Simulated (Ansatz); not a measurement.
**PW (zincblende type): a single-point run**

The task is a single-point run on PW (zincblende type). The structure is shown as the input types it.

Method: DFT, LDA, norm-conserving pseudopotentials, Ansatz's default files, scalar-relativistic, in Ansatz 0.2.0.

### Step 1. The starting structure

It takes space group F-43m (No. 216, cubic). Conventional cell: a = 4.296 Å, b = 4.296 Å, c = 4.296 Å, α = 90.00°, β = 90.00°, γ = 90.00°. Around W (site symmetry -43m) lie 4 P at 1.86 Å. P (site symmetry -43m) is surrounded by 4 W at 1.86 Å.

Coordinates:

```cif
data_structure
_symmetry_space_group_name_H-M 'F-43m'
_symmetry_Int_Tables_number 216
_cell_length_a 4.2957
_cell_length_b 4.2957
_cell_length_c 4.2957
_cell_angle_alpha 90.000
_cell_angle_beta 90.000
_cell_angle_gamma 90.000
_cell_volume 79.27
loop_
_atom_site_label
_atom_site_type_symbol
_atom_site_symmetry_multiplicity
_atom_site_Wyckoff_symbol
_atom_site_fract_x
_atom_site_fract_y
_atom_site_fract_z
_atom_site_occupancy
W1 W 4 a 0.00000 0.00000 0.00000 1
P1 P 4 d 0.25000 0.25000 0.75000 1
```

### Step 2. Running it

input.yaml

```yaml
crystal:
  lattice:
    - [0.0, 2.1478663577, 2.1478663577]
    - [2.1478663577, 0.0, 2.1478663577]
    - [2.1478663577, 2.1478663577, 0.0]
  atoms:
    - { symbol: W, position: [0.0, 0.0, 0.0] }
    - { symbol: P, position: [0.25, 0.25, 0.25] }
kpoints:
  mp_grid: { grid: [12, 12, 12] }
scf:
  occupations: { method: fermi_dirac, width: 0.1 }
  max_iter: 100
hamiltonian:
  xc: lda
  pseudopotentials: { kind: nc }
output:
  forces: true
  stress: true
  eigenvalues: true
basis:
  ecutwfc: "400 K"
```

Command:

```bash
$ ansatz run input.yaml --threads 1 --pin off --max-ram 2048MiB --backend cpu --events-out ev --progress --plain --runs-dir out
```

What happens when this is run?

The run ended at the input check. The line that matters: «inconsistent input (basis.ecutwfc, kpoints): the smallest per-k basis holds n_pw = 0 plane waves (k-point 1, counted from 0 among those solved) but the deck needs at least 11 band(s) per channel ...»

The suspect setting: basis.ecutwfc is 400 K. The unit is at fault. At this value the smallest basis holds 0 plane waves, fewer than the 11 bands to be solved.

Remedy: delete basis.ecutwfc (the default then holds).
